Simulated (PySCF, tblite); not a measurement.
# C5H13BrSi: geometry, infrared bands and NMR shifts

Wanted: the infrared bands and NMR shifts of C5H13BrSi (`C[Si@H](Br)C(C)(C)C`), by calculation.

Computed with tblite 0.8.0 and PySCF 2.14.0, with density-fitted response routines of our own, on a single molecule in the gas phase. Atoms are numbered from 0 throughout.

**1. The starting structure**

20 atoms, charge 0, multiplicity 1; geometry from: force field or distance geometry start.

Bonds of the start (Å): C0–Si1 1.87, Si1–Br2 2.21, Si1–C3 1.98, C3–C4 1.56, C3–C5 1.54, C3–C6 1.54, C0–H7 1.10, C0–H8 1.10, C0–H9 1.08, Si1–H10 1.48, C4–H11 1.09, C4–H12 1.10, C4–H13 1.10, C5–H14 1.10, C5–H15 1.10, C5–H16 1.10, C6–H17 1.09, C6–H18 1.09, C6–H19 1.09.

**2. Relaxing the molecule with GFN2-xTB**

Job settings and geometry (Å):

```
{"job": {"kind": "relax", "xc": "GFN2-xTB", "basis": "xTB"}, "charge": 0, "multiplicity": 1}
C      2.216300    -0.528400     1.162700
Si     1.420200    -0.048600    -0.456700
Br     2.251600     1.903400    -1.092200
C     -0.543600     0.100700    -0.268800
C     -1.125600    -1.273000     0.186800
C     -0.924900     1.153100     0.794700
C     -1.181900     0.485500    -1.616300
H      2.006300     0.219600     1.946300
H      1.839500    -1.495600     1.515800
H      3.290200    -0.609100     1.068000
H      1.714500    -1.070400    -1.492100
H     -0.733300    -1.587300     1.154700
H     -2.221000    -1.219700     0.280000
H     -0.885600    -2.061700    -0.546800
H     -0.561600     2.159100     0.522600
H     -2.010900     1.222900     0.923500
H     -0.501100     0.913100     1.784100
H     -0.841800     1.459500    -1.956300
H     -0.943000    -0.243000    -2.389900
H     -2.269600     0.530600    -1.523200
```

On the command line:

```sh
OMP_NUM_THREADS=1 python probes_run.py task.json out
```

One launch serves the whole session: the jobs run in the order shown.

**Question.** This job is followed by: GFN2-xTB harmonic vibrations, gas phase; GIAO PBE0/pcSseg-1 NMR shielding, non-relativistic, gas phase. What will the session give for the following? strongest single infrared mode (GFN2-xTB); zero-point energy (GFN2-xTB); ¹³C shifts against TMS (PBE0/pcSseg-1, means over atoms taken as alike); ¹H shifts against TMS (PBE0/pcSseg-1, means over atoms taken as alike); ²⁹Si shifts against TMS (PBE0/pcSseg-1); ⁷⁹Br shifts against HBr (PBE0/pcSseg-1); surface potential, 1st and 99th percentile.

As calculated:

| quantity | value |
| --- | --- |
| strongest single infrared mode (GFN2-xTB) | 2262 cm⁻¹, 272 km/mol |
| zero-point energy (GFN2-xTB) | 105.0 kcal/mol |
| ¹³C shifts against TMS (PBE0/pcSseg-1, means over atoms taken as alike) | 27.2, 24.1, -0.5 ppm |
| ¹H shifts against TMS (PBE0/pcSseg-1, means over atoms taken as alike) | 5.19, 1.08, 0.48 ppm |
| ²⁹Si shifts against TMS (PBE0/pcSseg-1) | 25.8 ppm |
| ⁷⁹Br shifts against HBr (PBE0/pcSseg-1) | -109 ppm |
| surface potential, 1st and 99th percentile | -0.68 V and 0.92 V |

In words: Over 42 steps the energy fell by 0.117 eV; of the close pairs, Si1–C3 changed most, 1.978 to 1.915 Å. No mode is imaginary among the 54: a minimum at this level. The strongest single mode, at 2262 cm⁻¹, moves mainly H10. Unscaled tight-binding wavenumbers are off by several per cent, some by more. Its intensities can rank the bands wrongly. At PBE0/pcSseg-1: Shielding is most anisotropic at Br2 (span 253 ppm, paramagnetic term -396 ppm). Spin-orbit coupling is left out, which matters for shieldings and couplings at and beside the heavy atoms.
